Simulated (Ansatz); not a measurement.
# Be2SbP3: the cost of one run

Program: Ansatz 0.2.0. Level of theory: DFT PBE, scalar-relativistic, plane waves, PAW. These are calculated values, not measurements.

## 1. The system as given

Symmetry: P-3m1, No. 164, trigonal system. Conventional cell: a = 6.629 Å, b = 6.629 Å, c = 5.318 Å, α = 90.00°, β = 90.00°, γ = 120.00°. Be (site symmetry -3m) has 6 P at 2.26 Å as nearest neighbours. Be (site symmetry 2/m) has 4 P at 2.21 Å as nearest neighbours. Sb (site symmetry 3m) has 3 Be at 2.70 Å and 3 P at 2.95 Å as nearest neighbours. P (site symmetry m) has 3 Be at 2.21 to 2.26 Å and 1 Sb at 2.95 Å as nearest neighbours.

Structure file:

```cif
data_structure
_symmetry_space_group_name_H-M 'P 1'
_symmetry_Int_Tables_number 1
_cell_length_a 6.6288
_cell_length_b 6.6288
_cell_length_c 5.3176
_cell_angle_alpha 90.000
_cell_angle_beta 90.000
_cell_angle_gamma 120.000
_cell_volume 202.36
loop_
_atom_site_label
_atom_site_type_symbol
_atom_site_fract_x
_atom_site_fract_y
_atom_site_fract_z
_atom_site_occupancy
Be1 Be 0.00000 0.00000 0.00000 1
Be2 Be 0.00000 0.50000 0.00000 1
Be3 Be 0.50000 0.00000 0.00000 1
Be4 Be 0.50000 0.50000 0.00000 1
Sb1 Sb 0.66667 0.33333 0.64265 1
Sb2 Sb 0.33333 0.66667 0.35735 1
P1 P 0.83053 0.16947 0.21435 1
P2 P 0.83053 0.66107 0.21435 1
P3 P 0.33893 0.16947 0.21435 1
P4 P 0.66107 0.83053 0.78565 1
P5 P 0.16947 0.83053 0.78565 1
P6 P 0.16947 0.33893 0.78565 1
```

Recipe of the guess: species swapped into a database cell of TlPd2Se3 (P-3m1, No. 164), with Sb on the Tl sites, Be on the Pd sites and P on the Se sites. Lengths come from tabulated atomic sizes and are only a guess.

## 2. A first look at the guess

Input file input.yaml:

```yaml
crystal:
  lattice:
    - [6.62878176, 0.0, 0.0]
    - [-3.31439088, 5.7406934, 0.0]
    - [0.0, 0.0, 5.3176212]
  atoms:
    - { symbol: Be, position: [0.0, 0.0, 0.0] }
    - { symbol: Be, position: [0.0, 0.5, 0.0] }
    - { symbol: Be, position: [0.5, 0.0, 0.0] }
    - { symbol: Be, position: [0.5, 0.5, 0.0] }
    - { symbol: Sb, position: [0.66666667, 0.33333333, 0.64265174] }
    - { symbol: Sb, position: [0.33333333, 0.66666667, 0.35734826] }
    - { symbol: P, position: [0.83053262, 0.16946738, 0.21435118] }
    - { symbol: P, position: [0.83053262, 0.66106524, 0.21435118] }
    - { symbol: P, position: [0.33893476, 0.16946738, 0.21435118] }
    - { symbol: P, position: [0.66106524, 0.83053262, 0.78564882] }
    - { symbol: P, position: [0.16946738, 0.83053262, 0.78564882] }
    - { symbol: P, position: [0.16946738, 0.33893476, 0.78564882] }
basis:
  ecutwfc: 420
kpoints:
  mp_grid: { grid: [3, 3, 4] }
hamiltonian:
  xc: pbe
scf:
  occupations: { method: gaussian, width: 0.1 }
  lower_state_search: "off"
output:
  forces: true
  stress: true
  eigenvalues: true
```

Run with:

```console
> ansatz run input.yaml --threads 1 --pin off --max-ram 2560MiB --backend cpu --events-out ev --progress --plain --runs-dir out
```

Q: Estimate wall time and peak memory on 1 thread of Intel Xeon 6975P-C (Granite Rapids), shared host.

About 3.2 s, with a peak of 0.55 GiB.
